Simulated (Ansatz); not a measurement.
# Si3BTe2: the cost of one run

Program: Ansatz 0.2.0. Level of theory: DFT PBE, scalar-relativistic, plane waves, PAW, unless a step names another level. These are calculated values, not measurements.

1 further run of the same task is left out (set aside as unsound or not needed).

## (1) The system as given

It takes space group Pmm2 (No. 25, orthorhombic). Conventional cell: a = 3.549 Å, b = 3.711 Å, c = 11.305 Å, α = 90.00°, β = 90.00°, γ = 90.00°. Si (site symmetry mm2) is surrounded by 2 B at 2.11 Å and 2 Si at 2.33 Å. Si (site symmetry mm2) has 2 Si at 2.33 Å and 2 Te at 2.53 Å as nearest neighbours. Around Si (site symmetry mm2) lie 2 B at 2.05 Å. Around B (site symmetry mm2) lie 4 Si at 2.05 to 2.11 Å. Around Te (site symmetry mm2) lie 2 Si at 2.58 Å. Te (site symmetry mm2) has 2 Si at 2.53 Å as nearest neighbours.

Coordinates:

```
Si B Te
1.0
     3.54868    0.00000    0.00000
     0.00000    3.71131    0.00000
     0.00000    0.00000   11.30460
Si B Te
3 1 2
Direct
  0.50000 0.00000 0.96846
  0.00000 0.00000 0.83544
  0.00000 0.50000 0.14848
  0.50000 0.50000 0.05743
  0.00000 0.00000 0.30747
  0.00000 0.50000 0.68271
```

It is the end of an earlier relaxation with the same method, from a database cell with other species swapped in; it needn't be the stable form of this composition. At a tolerance of 0.05 Å it has space group Pmm2 (No. 25); it has 24.81 Å³/atom, an uncorrected energy of +0.05 eV/atom over the elements.

## (2) Bands, states and charges

The input, input.yaml:

```yaml
crystal:
  lattice:
    - [3.5486804335, 0.0, 0.0]
    - [0.0, 3.711312449, 0.0]
    - [0.0, 0.0, 11.3045968717]
  atoms:
    - { symbol: Si, position: [0.5, 0.0, 0.9684647303] }
    - { symbol: Si, position: [0.0, 0.0, 0.8354444181] }
    - { symbol: Si, position: [0.0, 0.5, 0.1484794071] }
    - { symbol: B, position: [0.5, 0.5, 0.0574288842] }
    - { symbol: Te, position: [0.0, 0.0, 0.3074735148] }
    - { symbol: Te, position: [0.0, 0.5, 0.6827090456] }
basis:
  ecutwfc: 420
kpoints:
  mp_grid: { grid: [10, 10, 4] }
  band_path:
    path:
      - [[0.0, 0.0, 0.0], [0.5, 0.0, 0.0], [0.5, 0.5, 0.0], [0.0, 0.5, 0.0], [0.0, 0.0, 0.0], [0.0, 0.0, 0.5], [0.5, 0.0, 0.5], [0.5, 0.5, 0.5], [0.0, 0.5, 0.5], [0.0, 0.0, 0.5]]
      - [[0.5, 0.0, 0.0], [0.5, 0.0, 0.5]]
      - [[0.0, 0.5, 0.0], [0.0, 0.5, 0.5]]
      - [[0.5, 0.5, 0.0], [0.5, 0.5, 0.5]]
    npoints: 14
hamiltonian:
  xc: pbe
scf:
  occupations: { method: gaussian, width: 0.1 }
  n_extra_bands: 15
output:
  forces: true
  stress: true
  eigenvalues: true
  populations: true
  dos: { projected: true, de: 0.02, nscf_kmesh: { grid: [12, 12, 5] } }
  bader: true
  write_density: true
  write_potential: true
  elf: true
  volumetric_format: npy
```

On the command line:

```bash
$ ansatz run input.yaml --threads 1 --pin off --max-ram 2560MiB --backend cpu --events-out ev --progress --plain --runs-dir out
```

**Question.** How long does this run take on 1 thread of Intel Xeon 6975P-C (Granite Rapids), shared host, and how much memory does it need?

About 2.3 min, with a peak of 0.94 GiB.
